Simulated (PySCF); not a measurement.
# C2H10BOP (SMILES C[O+](C)[BH2-]P) at 5 levels

We compute a comparison of 5 runs (HF/STO-3G, HF/def2-SVP, B2PLYP/3-21G, PBE0/def2-SVP, MP2/6-31G**) of C2H10BOP. The job is set up through a Python script.

The results are computed with PySCF 2.14.0.

## (1) The molecule

C2H10BOP: 15 atoms, total charge 0, spin state singlet. SMILES: `C[O+](C)[BH2-]P`. Geometry: relaxed at GFN2-xTB. This is one conformer, not always the lowest.

Bond lengths: C1–O2 1.418 Å, O2–C3 1.418 Å, O2–B4 1.654 Å, B4–P5 1.950 Å, C1–H6 1.089 Å, C1–H7 1.093 Å, C1–H8 1.094 Å, C3–H9 1.094 Å, C3–H10 1.088 Å, C3–H11 1.093 Å, B4–H12 1.188 Å, B4–H13 1.185 Å, P5–H14 1.386 Å, P5–H15 1.390 Å. Some angles: C1–O2–C3 111.4°, C1–O2–B4 113.1°, C3–O2–B4 112.3°, O2–B4–P5 108.0°, O2–C1–H6 107.2°, O2–C1–H7 109.5°, O2–C1–H8 111.3°, O2–C3–H9 111.2°, O2–C3–H10 107.5°, O2–C3–H11 109.5°.

## (2) Energy and forces at HF/STO-3G (run 1)

File start.xyz:

```xyz
15

C     -1.035160    -0.897850     0.067670
O      0.257300    -0.363770    -0.164240
C      1.261260    -1.148010     0.457820
B      0.378260     1.237660     0.230650
P     -0.576000     2.267340    -1.123170
H     -1.747100    -0.253050    -0.446070
H     -1.091160    -1.909090    -0.343020
H     -1.270930    -0.917650     1.136100
H      1.158330    -1.131190     1.547110
H      2.224700    -0.724300     0.184110
H      1.194950    -2.177550     0.096720
H     -0.075990     1.367010     1.320340
H      1.538420     1.466530     0.154780
H     -0.352140     1.402780    -2.183370
H     -1.864730     1.781130    -0.935440
```

File calc.py:

```python
# C[O+](C)[BH2-]P
import pyscf.grad
from pyscf import gto, scf

mol = gto.M(
    atom='start.xyz',
    verbose=3,
    basis='sto-3g',
    max_memory=1860,
)

myscf = scf.RHF(mol)
myscf.conv_tol = 1e-10
myscf.kernel()
if not myscf.converged:
    myscf = myscf.newton().run(myscf.mo_coeff, myscf.mo_occ)

e_tot = myscf.e_tot
print('E(%s) = %.9f' % ('HF', e_tot))
grad = myscf.Gradients().kernel()
myscf.analyze()
```

Run with:

```sh
$ OMP_NUM_THREADS=1 python calc.py
```

Output:

```text
converged SCF energy = -515.762891959934
E(HF) = -515.762891960
--------------- RHF gradients ---------------
         x                y                z
0 C     0.0292919003     0.0141939167    -0.0003151819
1 O    -0.0061312452    -0.0412671774    -0.0043904688
2 C    -0.0223511525     0.0201103150    -0.0097930304
3 B     0.0008993041    -0.0199073646     0.0112965077
4 P    -0.0005098594     0.0115817680    -0.0049917294
5 H     0.0008943413     0.0018107697    -0.0004701375
6 H    -0.0000868479    -0.0000951187    -0.0003820447
7 H    -0.0015982243    -0.0000520189     0.0005872207
8 H     0.0012590516    -0.0002745018     0.0006634183
9 H    -0.0022102541    -0.0002183766     0.0007452587
10 H    -0.0000813386     0.0000835217    -0.0003492744
11 H    -0.0071884604     0.0105460908     0.0142554060
12 H     0.0144575566     0.0100954642    -0.0036599349
13 H    -0.0015444912    -0.0038166983    -0.0012996475
14 H    -0.0051002802    -0.0027905899    -0.0018963619
----------------------------------------------
**** MO energy ****
MO #1   energy= -78.8441354836325  occ= 2
MO #2   energy= -20.44928288981    occ= 2
MO #3   energy= -11.1577912699047  occ= 2
MO #4   energy= -11.1562626362751  occ= 2
MO #5   energy= -7.31635664556869  occ= 2
MO #6   energy= -7.16298471497145  occ= 2
MO #7   energy= -4.98700773138271  occ= 2
MO #8   energy= -4.98643284022529  occ= 2
MO #9   energy= -4.98465248406642  occ= 2
MO #10  energy= -1.43173967751188  occ= 2
MO #11  energy= -0.993232081288679 occ= 2
MO #12  energy= -0.909907505719907 occ= 2
MO #13  energy= -0.770469551631141 occ= 2
MO #14  energy= -0.71117752959155  occ= 2
MO #15  energy= -0.678162609808051 occ= 2
MO #16  energy= -0.660848902757141 occ= 2
MO #17  energy= -0.580910587981704 occ= 2
MO #18  energy= -0.572258882549244 occ= 2
MO #19  energy= -0.547720214008509 occ= 2
MO #20  energy= -0.503438833475519 occ= 2
MO #21  energy= -0.453856410385869 occ= 2
MO #22  energy= -0.421825219190361 occ= 2
MO #23  energy= -0.365927198584565 occ= 2
MO #24  energy= -0.31592170238025  occ= 2
MO #25  energy= -0.220026049451093 occ= 2
MO #26  energy= 0.43000720060689   occ= 0
MO #27  energy= 0.522708700998521  occ= 0
MO #28  energy= 0.541515296287821  occ= 0
MO #29  energy= 0.572326396176584  occ= 0
MO #30  energy= 0.597764922945815  occ= 0
MO #31  energy= 0.619131839611763  occ= 0
MO #32  energy= 0.645189406974888  occ= 0
MO #33  energy= 0.647784103631427  occ= 0
MO #34  energy= 0.661825573017995  occ= 0
MO #35  energy= 0.680872037162235  occ= 0
MO #36  energy= 0.691934309836337  occ= 0
MO #37  energy= 0.732736177764251  occ= 0
MO #38  energy= 0.82592513702479   occ= 0
MO #39  energy= 0.846645525039755  occ= 0
 ** Mulliken atomic charges  **
charge of    0C =      0.01429
charge of    1O =     -0.02074
charge of    2C =      0.02037
charge of    3B =     -0.12253
charge of    4P =      0.21592
charge of    5H =      0.07543
charge of    6H =      0.05125
charge of    7H =      0.05553
charge of    8H =      0.05578
charge of    9H =      0.07423
charge of   10H =      0.05062
charge of   11H =     -0.09985
charge of   12H =     -0.09678
charge of   13H =     -0.13240
charge of   14H =     -0.14113
Dipole moment(X, Y, Z, Debye): -0.20413, -5.88107,  1.03027
```

Wall time 7.5 s (1 thread of Intel Xeon at 2.50GHz (Skylake/Cascade Lake), shared host); peak memory 0.12 GiB.

## (3) Energy and forces at HF/def2-SVP (run 2)

File input.py:

```python
# C[O+](C)[BH2-]P
from pyscf import gto, scf

mol = gto.M(
    atom='''
C     -1.035160    -0.897850     0.067670
O      0.257300    -0.363770    -0.164240
C      1.261260    -1.148010     0.457820
B      0.378260     1.237660     0.230650
P     -0.576000     2.267340    -1.123170
H     -1.747100    -0.253050    -0.446070
H     -1.091160    -1.909090    -0.343020
H     -1.270930    -0.917650     1.136100
H      1.158330    -1.131190     1.547110
H      2.224700    -0.724300     0.184110
H      1.194950    -2.177550     0.096720
H     -0.075990     1.367010     1.320340
H      1.538420     1.466530     0.154780
H     -0.352140     1.402780    -2.183370
H     -1.864730     1.781130    -0.935440
''',
    spin=0,
    verbose=4,
    basis='def2-svp',
    max_memory=1860,
)

myscf = scf.RHF(mol)
myscf.conv_tol = 1e-10
myscf.kernel()
if not myscf.converged:
    myscf = myscf.newton().run(myscf.mo_coeff, myscf.mo_occ)

etot = myscf.e_tot
print('E(%s) = %.9f' % ('HF', etot))
grad = myscf.nuc_grad_method().kernel()
dip = myscf.dip_moment()
pop, q = myscf.mulliken_pop()
```

Run with:

```sh
$ OMP_NUM_THREADS=1 python input.py
```

Output:

```text
PySCF version 2.14.0

[... 71 lines left out ...]
converged SCF energy = -521.556165216571
[... 12 lines left out ...]
Dipole moment(X, Y, Z, Debye):  0.01597, -6.26636,  1.37707
[... 101 lines left out ...]
pop of  10 H 2s           0.16329
pop of  10 H 2px          0.00262
pop of  10 H 2py          0.01716
pop of  10 H 2pz          0.00524
pop of  11 H 1s           0.76262
pop of  11 H 2s           0.32581
pop of  11 H 2px          0.00294
pop of  11 H 2py          0.00090
pop of  11 H 2pz          0.01025
pop of  12 H 1s           0.76580
pop of  12 H 2s           0.36767
pop of  12 H 2px          0.01120
pop of  12 H 2py          0.00132
pop of  12 H 2pz          0.00173
pop of  13 H 1s           0.75538
pop of  13 H 2s           0.30684
pop of  13 H 2px          0.00245
pop of  13 H 2py          0.00787
pop of  13 H 2pz          0.00948
pop of  14 H 1s           0.76329
pop of  14 H 2s           0.30818
pop of  14 H 2px          0.01205
pop of  14 H 2py          0.00501
pop of  14 H 2pz          0.00248
 ** Mulliken atomic charges  **
charge of    0C =      0.22723
charge of    1O =     -0.55445
charge of    2C =      0.22490
charge of    3B =      0.17356
charge of    4P =     -0.01273
charge of    5H =      0.07205
charge of    6H =      0.05133
charge of    7H =      0.05409
charge of    8H =      0.05629
charge of    9H =      0.08220
charge of   10H =      0.04880
charge of   11H =     -0.10250
charge of   12H =     -0.14772
charge of   13H =     -0.08202
charge of   14H =     -0.09102
```

It took 49 s on 1 thread of Intel Xeon at 2.50GHz (Skylake/Cascade Lake), shared host; peak memory 0.34 GiB.

Runs 3 to 4 aren't shown in full; the table further down has their settings and results.

## (4) Energy and gradient at MP2/6-31G(d,p) (spherical functions) (run 5)

File input.py:

```python
import pyscf.grad
from pyscf import gto, mp

system = gto.M(
    atom='''
C       -1.035160      -0.897850       0.067670
O        0.257300      -0.363770      -0.164240
C        1.261260      -1.148010       0.457820
B        0.378260       1.237660       0.230650
P       -0.576000       2.267340      -1.123170
H       -1.747100      -0.253050      -0.446070
H       -1.091160      -1.909090      -0.343020
H       -1.270930      -0.917650       1.136100
H        1.158330      -1.131190       1.547110
H        2.224700      -0.724300       0.184110
H        1.194950      -2.177550       0.096720
H       -0.075990       1.367010       1.320340
H        1.538420       1.466530       0.154780
H       -0.352140       1.402780      -2.183370
H       -1.864730       1.781130      -0.935440
''',
    basis='6-31g**',
    verbose=3,
    max_memory=1860,
)

mf = system.RHF()
mf.conv_tol = 1e-10
mf.kernel()
if not mf.converged:
    mf = mf.newton().run(mf.mo_coeff, mf.mo_occ)

pt = mp.MP2(mf, frozen=9).run()
e_final = pt.e_tot
print(f'total energy: {e_final:.8f} hartree')
grad = pt.Gradients().kernel()
mf.analyze()
```

Run with:

```sh
$ OMP_NUM_THREADS=1 python input.py
```

Output:

```text
converged SCF energy = -521.786617515847
[... 14 lines left out ...]
MO #3   energy= -11.316416119003   occ= 2
[... 10 lines left out ...]
MO #14  energy= -0.759109124627261 occ= 2
[... 10 lines left out ...]
MO #25  energy= -0.31958022167085  occ= 2
[... 10 lines left out ...]
MO #36  energy= 0.34133040491964   occ= 0
[... 10 lines left out ...]
MO #47  energy= 0.718362774219162  occ= 0
[... 10 lines left out ...]
MO #58  energy= 1.06318172435341   occ= 0
[... 10 lines left out ...]
MO #69  energy= 1.34872113480609   occ= 0
[... 10 lines left out ...]
MO #80  energy= 1.99377367553077   occ= 0
[... 10 lines left out ...]
MO #91  energy= 2.34935963673375   occ= 0
[... 10 lines left out ...]
MO #102 energy= 2.76771746553623   occ= 0
[... 10 lines left out ...]
MO #113 energy= 3.19123645089348   occ= 0
[... 10 lines left out ...]
MO #124 energy= 3.82600790137876   occ= 0
[... 16 lines left out ...]
Dipole moment(X, Y, Z, Debye):  0.01983, -6.30585,  1.36872
```

Wall time 2.1 min (1 thread of Intel Xeon at 2.50GHz (Skylake/Cascade Lake), shared host); peak memory 1.3 GiB.

## (5) All runs side by side

| run | level | task | frozen core orbitals | energy (Eh) | dipole moment (D) of the reference | HOMO energy (eV) | LUMO energy (eV) | wall time |
| --- | --- | --- | --- | --- | --- | --- | --- | --- |
| 1 | HF/STO-3G | gradient | – | -515.762892 | 5.97 | -5.99 | 11.70 | 7.5 s |
| 2 | HF/def2-SVP | gradient | – | -521.556165 | 6.42 | -8.72 | 4.20 | 49 s |
| 3 | B2PLYP/3-21G | energy | 9 | -520.445257 | 6.93 | -6.93 | 3.29 | 42 s |
| 4 | PBE0/def2-SVP | gradient | – | -523.023477 | 6.11 | -6.18 | 1.14 | 2.7 min |
| 5 | MP2/6-31G** (spherical functions) | gradient | 9 | -522.482345 | 6.45 | -8.70 | 5.31 | 2.1 min |

## (6) What came out

| quantity | value |
| --- | --- |
| run 5: total energy | -522.48234 Eh |
| run 5: dipole moment (Hartree–Fock density) | 6.45 D |
| run 5: HOMO energy (Hartree–Fock orbitals) | -8.70 eV |
| run 5: LUMO energy (Hartree–Fock orbitals) | 5.31 eV |
| run 5: HOMO–LUMO gap (Hartree–Fock orbitals) | 14.01 eV |
| run 5: correlation energy (9 core orbitals frozen) | -695.7 mEh |
| run 5: largest force on an atom | 1.370 eV/Å |

**Reading.** Over runs 1, 2, 3, 4 the dipole moment (its size) runs from 5.97 D (HF/STO-3G) to 6.93 D (B2PLYP/3-21G). The two ends differ in method and basis. A double hybrid's value is that of its SCF part. Over runs 1, 2, 3, 4 the HOMO–LUMO gap runs from 7.32 eV (PBE0/def2-SVP) to 17.69 eV (HF/STO-3G). Totals of different functionals can't be ranked against each other. In run 1 the basis is minimal, so the values are rough. All runs together took 6.5 min, the longest 2.7 min.
